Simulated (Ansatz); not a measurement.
**C₇H₁₄: taking an electron away**

One table from this session's results is given with a row withheld; the runs are named, their logs left out.

Method: unrestricted cation, the program's frozen cores in correlated methods; program: Ansatz 0.2.0, Gaussian basis.

Plan: UKS PBE-D4/def2-TZVPP; UKS r2SCAN-D4/def2-TZVPP; UKS PBE0-D4/def2-TZVPP; UKS B3LYP-D4/def2-TZVPP; UKS wB97X-V/def2-TZVPP; UKS wB97M-V/def2-TZVPP; UKS B2PLYP/def2-TZVPP; UHF-CCSD(T)/def2-TZVPP; UHF-MP2/def2-QZVPP; extrapolation to the limit; then −ε(HOMO) from the neutral's earlier runs with LDA (SPW92), PBE-D4, revPBE-D4, BLYP-D4, r2SCAN-D4, B97M-V, PBE0-D4, B3LYP-D4, r2SCANh-D4, r2SCAN0-D4, HSE06-D4, BHLYP-D4, CAM-B3LYP-D4, LC-ωPBE, ωB97X-V, ωB97M-V.

**Structure used throughout**

All runs share one geometry, relaxed beforehand with PBE0-D4 in a triple-zeta def2 set.

SMILES `C=CCCC(C)C`, 21 atoms, charge 0, spin multiplicity 1.

Atoms are counted from 1 here; the program's logs count them from 0.

Bond lengths: C1–C2 1.325 Å, C1–H8 1.084 Å, C1–H9 1.086 Å, C2–C3 1.492 Å, C2–H10 1.090 Å, C3–C4 1.526 Å, C3–H11 1.093 Å, C3–H12 1.098 Å, C4–C5 1.526 Å, C4–H13 1.097 Å, C4–H14 1.097 Å, C5–C6 1.522 Å, C5–C7 1.522 Å, C5–H15 1.099 Å, C6–H16 1.093 Å, C6–H17 1.095 Å, C6–H18 1.093 Å, C7–H19 1.092 Å and more. Angles: C2–C1–H8 121.7°, C2–C1–H9 121.3°, H8–C1–H9 117.0°, C1–C2–C3 125.2°, C1–C2–H10 118.9°, C3–C2–H10 115.9°, C2–C3–C4 112.3°, C2–C3–H11 109.3°, C2–C3–H12 109.2°, C4–C3–H11 110.6°, C4–C3–H12 108.5°, H11–C3–H12 106.8°, C3–C4–C5 114.7°, C3–C4–H13 108.7°, C3–C4–H14 109.1°, C5–C4–H13 108.7°, C5–C4–H14 109.2°, H13–C4–H14 106.0° and more.

As a file:

```
atom    x (Å)    y (Å)    z (Å)
  C1   1.6013  -2.6626  -1.6446
  C2   0.9977  -1.4933  -1.8038
  C3   0.9756  -0.3927  -0.7974
  C4  -0.4411  -0.0480  -0.3466
  C5  -0.5417   1.1677   0.5701
  C6  -2.0006   1.5124   0.8315
  C7   0.2013   0.9631   1.8830
  H8   1.5717  -3.4280  -2.4114
  H9   2.1509  -2.8953  -0.7373
 H10   0.4536  -1.3038  -2.7286
 H11   1.5944  -0.6747   0.0589
 H12   1.4305   0.5063  -1.2347
 H13  -1.0595   0.1296  -1.2347
 H14  -0.8792  -0.9182   0.1579
 H15  -0.0803   2.0167   0.0470
 H16  -2.0930   2.4045   1.4562
 H17  -2.5044   0.6907   1.3507
 H18  -2.5405   1.6965  -0.1010
 H19   1.2692   0.7941   1.7309
 H20  -0.2012   0.0988   2.4217
 H21   0.0953   1.8361   2.5319
```

Set-up of the first run:

Input file in.yaml:

```yaml
crystal:
  periodic: [false, false, false]
  atoms:
    - {symbol: C, position_ang: [1.601264, -2.662559, -1.644574]}
    - {symbol: C, position_ang: [0.997655, -1.493296, -1.803835]}
    - {symbol: C, position_ang: [0.975577, -0.392683, -0.797357]}
    - {symbol: C, position_ang: [-0.441081, -0.048030, -0.346634]}
    - {symbol: C, position_ang: [-0.541662, 1.167702, 0.570149]}
    - {symbol: C, position_ang: [-2.000577, 1.512377, 0.831485]}
    - {symbol: C, position_ang: [0.201346, 0.963068, 1.883007]}
    - {symbol: H, position_ang: [1.571686, -3.427957, -2.411447]}
    - {symbol: H, position_ang: [2.150931, -2.895272, -0.737276]}
    - {symbol: H, position_ang: [0.453588, -1.303808, -2.728595]}
    - {symbol: H, position_ang: [1.594410, -0.674691, 0.058904]}
    - {symbol: H, position_ang: [1.430536, 0.506348, -1.234658]}
    - {symbol: H, position_ang: [-1.059485, 0.129571, -1.234655]}
    - {symbol: H, position_ang: [-0.879209, -0.918237, 0.157948]}
    - {symbol: H, position_ang: [-0.080316, 2.016712, 0.047046]}
    - {symbol: H, position_ang: [-2.092999, 2.404470, 1.456227]}
    - {symbol: H, position_ang: [-2.504436, 0.690729, 1.350690]}
    - {symbol: H, position_ang: [-2.540532, 1.696546, -0.100962]}
    - {symbol: H, position_ang: [1.269208, 0.794104, 1.730910]}
    - {symbol: H, position_ang: [-0.201242, 0.098786, 2.421683]}
    - {symbol: H, position_ang: [0.095329, 1.836111, 2.531925]}
basis:
  gaussian: {orbitals: def2-TZVPP}
total_charge: 1
magnetization: {spin_polarized: true, initial_magnetization: 1}
hamiltonian: {xc: pbe, dispersion: d4}
```

Run with:

```console
ansatz run in.yaml --threads 2 --pin off --events-out ev --progress --plain --max-ram 32768MiB --backend cuda --devices 0, --max-vram 18GiB
```

Among the steps run: Cation, UKS PBE-D4/def2-TZVPP; Cation, UKS r2SCAN-D4/def2-TZVPP; Cation, UKS PBE0-D4/def2-TZVPP; Cation, UKS B3LYP-D4/def2-TZVPP; Cation, UKS wB97X-V/def2-TZVPP; Cation, UKS wB97M-V/def2-TZVPP; Cation, UKS B2PLYP (frozen core)/def2-TZVPP; Cation, UHF-CCSD(T)/def2-TZVPP; Cation, UHF-MP2/def2-QZVPP.

One of the session's tables, all rows but one given; the rest of the session is left out.

It belongs to the step «Ionisation energies side by side». For comparison, −ε(HOMO) of the neutral from earlier runs:

```
  functional  −ε(HOMO) (eV)
 LDA (SPW92)           6.39
      PBE-D4           6.21
   revPBE-D4           6.14
     BLYP-D4           6.05
   r2SCAN-D4           6.40
      B97M-V              ?
     PBE0-D4           7.33
    B3LYP-D4           7.11
  r2SCANh-D4           6.83
  r2SCAN0-D4           7.46
    HSE06-D4           6.93
    BHLYP-D4           8.29
CAM-B3LYP-D4           8.67
     LC-ωPBE          10.08
     ωB97X-V           9.68
     ωB97M-V           9.60
```

**Question.** Estimate the row for B97M-V.

The run gave: −ε(HOMO) (eV): 6.43. In the column «−ε(HOMO) (eV)» it lies between r2SCAN-D4 (6.40) and r2SCANh-D4 (6.83).

Caveats from the session: The cation may have settled in a state other than its lowest; no search over hole states beyond the program's own was made.
